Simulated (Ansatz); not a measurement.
# CH₄InO₂ radical: one species, many methods

The task here is to estimate one member of a computed series from the others.

Program: Ansatz 0.2.0, Gaussian basis. Level of theory: functionals in def2-TZVPP, the program's frozen cores in correlated methods. These are calculated values, not measurements.

Levels to be run: LDA (SPW92), PBE-D4, revPBE-D4, BLYP-D4, r2SCAN-D4, B97M-V, PBE0-D4, B3LYP-D4, r2SCANh-D4, r2SCAN0-D4, HSE06-D4, BHLYP-D4, CAM-B3LYP-D4, LC-ωPBE, ωB97X-V, ωB97M-V, B2PLYP, PBE-QIDH; CCSD(T)/def2-SVP; CCSD(T)/def2-TZVPP; MP2/def2-QZVPP; extrapolation to the limit; RPA on PBE.

### The relaxed structure

All runs share one geometry, relaxed beforehand with PBE0-D4 in a triple-zeta def2 set. In takes the def2 core potential; no spin-orbit term is included.

8 atoms, charge 0, spin multiplicity 2.

Atoms are counted from 1 here; the program's logs count them from 0.

Bond lengths: C1–O2 1.397 Å, C1–H5 1.097 Å, C1–H6 1.098 Å, C1–H7 1.098 Å, O2–In3 2.019 Å, In3–O4 2.005 Å, O4–H8 0.964 Å. Angles: O2–C1–H5 108.0°, O2–C1–H6 112.9°, O2–C1–H7 112.9°, H5–C1–H6 107.3°, H5–C1–H7 107.3°, H6–C1–H7 108.0°, C1–O2–In3 127.6°, O2–In3–O4 111.1°, In3–O4–H8 109.7°.

Set-up of the first run:

Contents of in.yaml:

```yaml
crystal:
  periodic: [false, false, false]
  atoms:
    - {symbol: C, position_ang: [-0.552458, 1.338807, 0.506459]}
    - {symbol: O, position_ang: [0.213226, 0.228739, 0.140344]}
    - {symbol: In, position_ang: [-0.424966, -1.474353, -0.737141]}
    - {symbol: O, position_ang: [1.096637, -2.743050, -1.043100]}
    - {symbol: H, position_ang: [0.118715, 2.081397, 0.954813]}
    - {symbol: H, position_ang: [-1.321634, 1.100070, 1.252681]}
    - {symbol: H, position_ang: [-1.046372, 1.818324, -0.348846]}
    - {symbol: H, position_ang: [1.916853, -2.349943, -0.725221]}
basis:
  gaussian: {orbitals: def2-TZVPP}
magnetization: {spin_polarized: true, initial_magnetization: 1}
hamiltonian: {xc: lda}
output: {orbitals: {seedname: orbitals}}
```

Command:

```bash
$ ansatz run in.yaml --threads 2 --pin off --events-out ev --progress --plain --max-ram 32768MiB --backend cpu
```

Steps of the session up to this table: LDA; PBE-D4 (GGA); revPBE-D4 (GGA); BLYP-D4 (GGA); r2SCAN-D4 (meta-GGA); B97M-V (meta-GGA); PBE0-D4 (hybrid); B3LYP-D4 (hybrid); r2SCANh-D4 (hybrid); r2SCAN0-D4 (hybrid); HSE06-D4 (hybrid); BHLYP-D4 (hybrid); CAM-B3LYP-D4 (range-separated); LC-ωPBE (range-separated); ωB97X-V (range-separated); ωB97M-V (range-separated); B2PLYP (double hybrid); PBE-QIDH (double hybrid).

One table of the session follows, with a row left open; its other results are not shown here.

It belongs to the step «Frontier levels by functional». 

| functional | HOMO (eV) | LUMO (eV) | gap (eV) |
| --- | --- | --- | --- |
| LDA (SPW92) | -5.54 | -4.87 | 0.67 |
| PBE-D4 | -5.38 | -4.52 | 0.86 |
| revPBE-D4 | -5.32 | -4.39 | 0.94 |
| BLYP-D4 | -5.26 | -4.54 | 0.72 |
| r2SCAN-D4 | -5.77 | -4.27 | 1.50 |
| B97M-V | -5.47 | -4.63 | 0.84 |
| PBE0-D4 | -6.54 | -3.69 | 2.85 |
| B3LYP-D4 | -6.34 | -4.09 | 2.25 |
| r2SCANh-D4 | -6.21 | -3.97 | 2.24 |
| r2SCAN0-D4 | ? | ? | ? |
| HSE06-D4 | -6.15 | -4.06 | 2.08 |
| BHLYP-D4 | -7.56 | -3.00 | 4.55 |
| CAM-B3LYP-D4 | -7.82 | -2.90 | 4.92 |
| LC-ωPBE | -9.07 | -1.46 | 7.61 |
| ωB97X-V | -8.66 | -1.84 | 6.82 |
| ωB97M-V | -8.66 | -2.06 | 6.60 |

Q: Estimate the row for r2SCAN0-D4 from the others.

Worked estimate for «HOMO (eV)». Against the share of exact exchange, r2SCAN-D4 (0, -5.77), r2SCANh-D4 (0.1, -6.21) give a slope of -4.40 per unit share; at 0.25 the line stands at -6.87.

As computed: HOMO (eV): -6.86; LUMO (eV): -3.52; gap (eV): 3.33. In «HOMO (eV)» the line misses by -0.01.
